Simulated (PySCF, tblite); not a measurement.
# 1-cyclopentenecarboxylic acid (C₆H₈O₂): a rotation path, then NMR shifts on frames, part 2 of 2

tblite 0.8.0 and PySCF 2.14.0. Atoms count from 0. The steps go on from the part before.

### 5 Nuclear shieldings: image 4, PBE0/pcSseg-1

What the job is given:

```
{"job": {"kind": "nmr", "xc": "PBE0", "basis": "pcSseg-1", "pop": false}, "charge": 0, "multiplicity": 1}
O      2.888800    -0.193600     0.815500
C      2.095800     0.237800     0.021900
O      2.442700     1.072500    -0.968600
C      0.642400    -0.059800     0.009200
C      0.038900    -1.067100    -0.604600
C     -1.438000    -1.071800    -0.347300
C     -1.695900     0.313100     0.266300
C     -0.331800     0.779000     0.799600
H      3.397300     1.248900    -0.943800
H      0.516900    -1.824000    -1.202000
H     -2.012400    -1.239100    -1.258800
H     -1.686800    -1.872900     0.353600
H     -2.028000     0.993500    -0.517600
H     -2.457400     0.286200     1.043300
H     -0.214600     0.558800     1.864100
H     -0.165500     1.847300     0.657800
```

Level: GIAO PBE0/pcSseg-1 NMR shielding, non-relativistic, gas phase.

Log:

```text
coarse grid: 13648 points
cycle   1  E = -383.1845156854  dE =  1.408e+00  |g| = 9.363e-01  |ddm| = 3.677e+00
cycle   2  E = -382.8650632376  dE =  3.195e-01  |g| = 1.623e+00  |ddm| = 1.742e+00
cycle   3  E = -383.3348936605  dE = -4.698e-01  |g| = 3.026e-01  |ddm| = 1.242e+00
cycle   4  E = -383.3517277313  dE = -1.683e-02  |g| = 7.693e-02  |ddm| = 2.514e-01
cycle   5  E = -383.3526648771  dE = -9.371e-04  |g| = 2.041e-02  |ddm| = 5.440e-02
cycle   6  E = -383.3527548734  dE = -9.000e-05  |g| = 5.906e-03  |ddm| = 2.358e-02
cycle   7  E = -383.3527617322  dE = -6.859e-06  |g| = 1.918e-03  |ddm| = 6.380e-03
final grid: 132640 points
cycle   8  E = -383.4210071830  dE = -2.214e-05  |g| = 1.337e-02  |ddm| = 3.509e-02
cycle   9  E = -383.4209469135  dE =  6.027e-05  |g| = 2.217e-02  |ddm| = 2.668e-02
cycle  10  E = -383.4210418361  dE = -9.492e-05  |g| = 3.224e-03  |ddm| = 1.703e-02
cycle  11  E = -383.4210438734  dE = -2.037e-06  |g| = 3.149e-04  |ddm| = 2.238e-03
cycle  12  E = -383.4210438851  dE = -1.163e-08  |g| = 1.689e-04  |ddm| = 2.683e-04
cycle  13  E = -383.4210438907  dE = -5.682e-09  |g| = 4.017e-05  |ddm| = 1.545e-04
cycle  14  E = -383.4210438910  dE = -3.008e-10  |g| = 1.754e-05  |ddm| = 4.797e-05
converged SCF energy = -383.4210438910

GIAO shielding tensors (ppm)
atom      isotropic    diamagn.    paramagn.     s11        s22        s33       span
  0 O     -120.570     400.724    -521.293   -375.042   -247.786    261.120    636.162
  1 C       11.223     247.156    -235.934    -95.847     50.393     79.122    174.969
  2 O      118.471     390.880    -272.408    -31.845    144.615    242.644    274.489
  3 C       42.666     260.948    -218.282    -62.437     65.706    124.730    187.167
  4 C       49.504     250.792    -201.287    -49.296     55.784    142.025    191.321
  5 C      149.280     248.780     -99.500    124.954    152.813    170.072     45.118
  6 C      160.017     246.767     -86.750    133.361    171.711    174.980     41.618
  7 C      146.996     244.891     -97.895    119.519    150.659    170.811     51.292
  8 H       25.449      28.856      -3.407     19.494     22.984     33.870     14.376
  9 H       25.748      31.914      -6.166     24.321     24.682     28.242      3.920
 10 H       29.162      29.337      -0.176     24.998     26.944     35.543     10.544
 11 H       29.047      29.407      -0.360     25.078     26.804     35.259     10.181
 12 H       29.741      29.889      -0.149     24.580     28.134     36.508     11.928
 13 H       29.672      29.134       0.538     25.397     27.444     36.175     10.778
 14 H       28.808      29.683      -0.875     24.370     27.725     34.330      9.959
 15 H       29.061      29.732      -0.670     24.803     28.060     34.321      9.518
```

It took 19 s on 1 thread of Arm Neoverse V1, shared host; peak memory 0.84 GiB.

Key values: δ C1 175.7, C3 144.3, C4 137.4, C7 39.9, H8 6.27, H9 5.97 ppm.

### 6 Shielding tensors: image 6, PBE0/pcSseg-1

What the job is given:

```
{"job": {"kind": "nmr", "xc": "PBE0", "basis": "pcSseg-1", "pop": false}, "charge": 0, "multiplicity": 1}
O      2.966900    -0.662400     0.090800
C      2.099200     0.149900    -0.103900
O      2.370400     1.429600    -0.416800
C      0.650700    -0.108600    -0.036400
C      0.016400    -1.167200    -0.532600
C     -1.455500    -1.106800    -0.269200
C     -1.679600     0.334800     0.216300
C     -0.296300     0.828600     0.667200
H      3.330200     1.559300    -0.466400
H      0.471100    -1.984600    -1.065300
H     -2.045000    -1.344300    -1.154800
H     -1.716000    -1.837300     0.501400
H     -2.031000     0.943300    -0.616800
H     -2.417700     0.389700     1.013900
H     -0.162600     0.714100     1.747000
H     -0.108700     1.871100     0.413900
```

Level: GIAO PBE0/pcSseg-1 NMR shielding, non-relativistic, gas phase.

Log:

```text
coarse grid: 13648 points
cycle   1  E = -383.1907287863  dE =  1.406e+00  |g| = 9.318e-01  |ddm| = 3.691e+00
cycle   2  E = -382.8766550011  dE =  3.141e-01  |g| = 1.610e+00  |ddm| = 1.921e+00
cycle   3  E = -383.3392850490  dE = -4.626e-01  |g| = 3.019e-01  |ddm| = 1.388e+00
cycle   4  E = -383.3560297658  dE = -1.674e-02  |g| = 7.661e-02  |ddm| = 2.598e-01
cycle   5  E = -383.3569682234  dE = -9.385e-04  |g| = 2.024e-02  |ddm| = 5.770e-02
cycle   6  E = -383.3570586969  dE = -9.047e-05  |g| = 5.573e-03  |ddm| = 2.368e-02
cycle   7  E = -383.3570652596  dE = -6.563e-06  |g| = 1.411e-03  |ddm| = 6.567e-03
final grid: 132640 points
cycle   8  E = -383.4260407095  dE = -2.221e-05  |g| = 1.354e-02  |ddm| = 3.410e-02
cycle   9  E = -383.4259832877  dE =  5.742e-05  |g| = 2.204e-02  |ddm| = 2.845e-02
cycle  10  E = -383.4260762323  dE = -9.294e-05  |g| = 3.175e-03  |ddm| = 1.839e-02
cycle  11  E = -383.4260781303  dE = -1.898e-06  |g| = 3.358e-04  |ddm| = 2.239e-03
cycle  12  E = -383.4260781462  dE = -1.592e-08  |g| = 1.611e-04  |ddm| = 3.510e-04
cycle  13  E = -383.4260781517  dE = -5.553e-09  |g| = 3.497e-05  |ddm| = 1.593e-04
cycle  14  E = -383.4260781520  dE = -2.257e-10  |g| = 1.636e-05  |ddm| = 4.273e-05
converged SCF energy = -383.4260781520

GIAO shielding tensors (ppm)
atom      isotropic    diamagn.    paramagn.     s11        s22        s33       span
  0 O     -108.892     401.003    -509.895   -347.793   -237.931    259.049    606.841
  1 C       14.705     245.573    -230.868    -88.287     54.310     78.091    166.379
  2 O      124.714     390.919    -266.205    -26.457    151.199    249.400    275.857
  3 C       43.250     261.548    -218.297    -57.872     66.516    121.107    178.980
  4 C       39.350     250.868    -211.518    -65.028     40.034    143.043    208.071
  5 C      148.990     249.050    -100.060    125.149    151.887    169.934     44.785
  6 C      159.767     246.787     -87.020    131.341    172.686    175.273     43.931
  7 C      148.776     244.621     -95.845    123.166    152.028    171.134     47.968
  8 H       25.584      28.828      -3.244     20.024     23.000     33.727     13.702
  9 H       25.079      32.085      -7.007     22.949     24.887     27.400      4.451
 10 H       29.094      29.353      -0.258     24.833     27.093     35.357     10.523
 11 H       29.025      29.407      -0.382     24.953     26.919     35.203     10.250
 12 H       29.696      29.924      -0.228     24.413     28.355     36.321     11.908
 13 H       29.641      29.245       0.396     25.288     27.620     36.016     10.727
 14 H       29.002      29.638      -0.636     24.786     27.908     34.312      9.526
 15 H       28.840      29.789      -0.950     24.025     28.204     34.289     10.264
```

Wall time 20 s (1 thread of Arm Neoverse V1, shared host); peak memory 0.84 GiB.

In short: δ C1 172.2, C4 147.6, C3 143.7, C7 38.1, H9 6.64, H8 6.13 ppm.

### 7 Nuclear shieldings: image 8, PBE0/pcSseg-1

What the job is given:

```
{"job": {"kind": "nmr", "xc": "PBE0", "basis": "pcSseg-1", "pop": false}, "charge": 0, "multiplicity": 1}
O      2.862600    -0.592100    -0.780000
C      2.074000     0.164400    -0.266200
O      2.452400     1.356400     0.232300
C      0.639200    -0.079900    -0.113300
C      0.010500    -1.192800    -0.496400
C     -1.446000    -1.145800    -0.177300
C     -1.690100     0.330900     0.181000
C     -0.304500     0.899300     0.529000
H      3.406100     1.473900     0.103700
H      0.482000    -2.043200    -0.956300
H     -2.062600    -1.484600    -1.010200
H     -1.652400    -1.806200     0.670200
H     -2.090500     0.853200    -0.688300
H     -2.399000     0.445200     0.998300
H     -0.131800     0.919300     1.607800
H     -0.157600     1.911000     0.154200
```

Method: GIAO PBE0/pcSseg-1 NMR shielding, non-relativistic, gas phase.

Log:

```text
coarse grid: 13648 points
cycle   1  E = -383.1966405749  dE =  1.406e+00  |g| = 9.295e-01  |ddm| = 3.717e+00
cycle   2  E = -382.8808458061  dE =  3.158e-01  |g| = 1.606e+00  |ddm| = 2.253e+00
cycle   3  E = -383.3435693705  dE = -4.627e-01  |g| = 3.072e-01  |ddm| = 1.667e+00
cycle   4  E = -383.3609244252  dE = -1.736e-02  |g| = 7.599e-02  |ddm| = 2.805e-01
cycle   5  E = -383.3618328715  dE = -9.084e-04  |g| = 2.093e-02  |ddm| = 6.076e-02
cycle   6  E = -383.3619300012  dE = -9.713e-05  |g| = 5.894e-03  |ddm| = 2.467e-02
cycle   7  E = -383.3619373428  dE = -7.342e-06  |g| = 1.676e-03  |ddm| = 7.220e-03
final grid: 132640 points
cycle   8  E = -383.4312232990  dE = -2.575e-05  |g| = 1.357e-02  |ddm| = 3.517e-02
cycle   9  E = -383.4311623561  dE =  6.094e-05  |g| = 2.225e-02  |ddm| = 3.175e-02
cycle  10  E = -383.4312600303  dE = -9.767e-05  |g| = 3.044e-03  |ddm| = 2.121e-02
cycle  11  E = -383.4312617578  dE = -1.727e-06  |g| = 3.822e-04  |ddm| = 2.325e-03
cycle  12  E = -383.4312617780  dE = -2.022e-08  |g| = 1.923e-04  |ddm| = 4.371e-04
cycle  13  E = -383.4312617861  dE = -8.057e-09  |g| = 4.638e-05  |ddm| = 2.029e-04
cycle  14  E = -383.4312617865  dE = -4.283e-10  |g| = 2.185e-05  |ddm| = 5.563e-05
converged SCF energy = -383.4312617865

GIAO shielding tensors (ppm)
atom      isotropic    diamagn.    paramagn.     s11        s22        s33       span
  0 O      -83.739     402.165    -485.904   -294.642   -229.199    272.625    567.267
  1 C       17.844     244.053    -226.209    -80.755     58.367     75.919    156.673
  2 O      124.620     390.825    -266.205    -15.377    143.196    246.043    261.420
  3 C       45.249     261.177    -215.928    -52.507     68.628    119.627    172.133
  4 C       29.091     251.397    -222.306    -81.889     25.743    143.418    225.308
  5 C      148.925     249.391    -100.466    127.419    150.341    169.017     41.598
  6 C      160.140     247.142     -87.002    131.416    173.839    175.165     43.750
  7 C      151.299     244.082     -92.783    126.007    157.367    170.524     44.517
  8 H       25.695      28.599      -2.905     20.707     22.750     33.627     12.920
  9 H       24.405      32.434      -8.029     22.936     23.540     26.738      3.802
 10 H       29.054      29.311      -0.258     24.617     27.144     35.400     10.784
 11 H       29.005      29.386      -0.381     24.898     26.990     35.126     10.228
 12 H       29.713      29.970      -0.258     24.406     28.443     36.290     11.884
 13 H       29.627      29.296       0.331     25.099     27.818     35.964     10.865
 14 H       29.030      29.698      -0.668     24.492     28.158     34.439      9.947
 15 H       28.995      30.019      -1.024     23.992     28.525     34.469     10.477
```

Run time: 19 s. Hardware: 1 thread of Arm Neoverse V1, shared host; peak memory 0.84 GiB.

Key values: δ C1 169.1, C4 157.8, C3 141.7, C5 38.0, H9 7.31, H8 6.02 ppm.

### 8 Side by side: NMR shifts

Shifts (ppm) of some atoms, chosen among heavy atoms and hydrogens apart, with basis size and wall time:

```
  frame     C1     C4    C7    H9   H14     O0     O2  functions  time
image 0  168.7  155.0  35.5  7.08  2.68  432.3  202.5        176  21 s
image 2  172.9  146.3  38.2  6.51  3.01  432.5  215.7        176  20 s
image 4  175.7  137.4  39.9  5.97  2.91  456.6  217.6        176  19 s
image 6  172.2  147.6  38.1  6.64  2.71  445.0  211.4        176  20 s
image 8  169.1  157.8  35.6  7.31  2.69  419.8  211.5        176  19 s
```

### 9 Results

What follows sums up all 2 parts.

| quantity | value |
| --- | --- |
| barrier | 0.182 eV (4.2 kcal/mol) at image 4 |
| end to end (GFN2-xTB) | -0.006 eV |
| ¹³C shifts against TMS (PBE0/pcSseg-1, image 0) | 168.7, 155.0, 142.4, 38.4, 35.5, 26.1 ppm |
| ¹H shifts against TMS (PBE0/pcSseg-1, image 0) | 7.08, 5.95, 2.78, 2.75, 2.68, 2.66, 2.06, 1.95 ppm |
| ¹⁷O shifts against H2O (PBE0/pcSseg-1, image 0) | 432.3, 202.5 ppm |
| range of the shift of O0 | 419.8 to 456.6 ppm |

Along the band the dihedral turns by 180°, and the top (dihedral -91°) lies 4.2 kcal/mol above the start (GFN2-xTB, rough), so at room temperature this motion is fast. Ends this close can change order at a higher level. The top was not checked by a frequency run. Shifts at one fixed geometry are not the observed spectrum, which averages over the motion. In the first frame run (image 0): The largest span, 595 ppm, is at O0, where the paramagnetic term is -498 ppm. In ppm, O0 moves most: its shift spreads over 36.8 ppm, from 419.8 (image 8) to 456.6 (image 4).
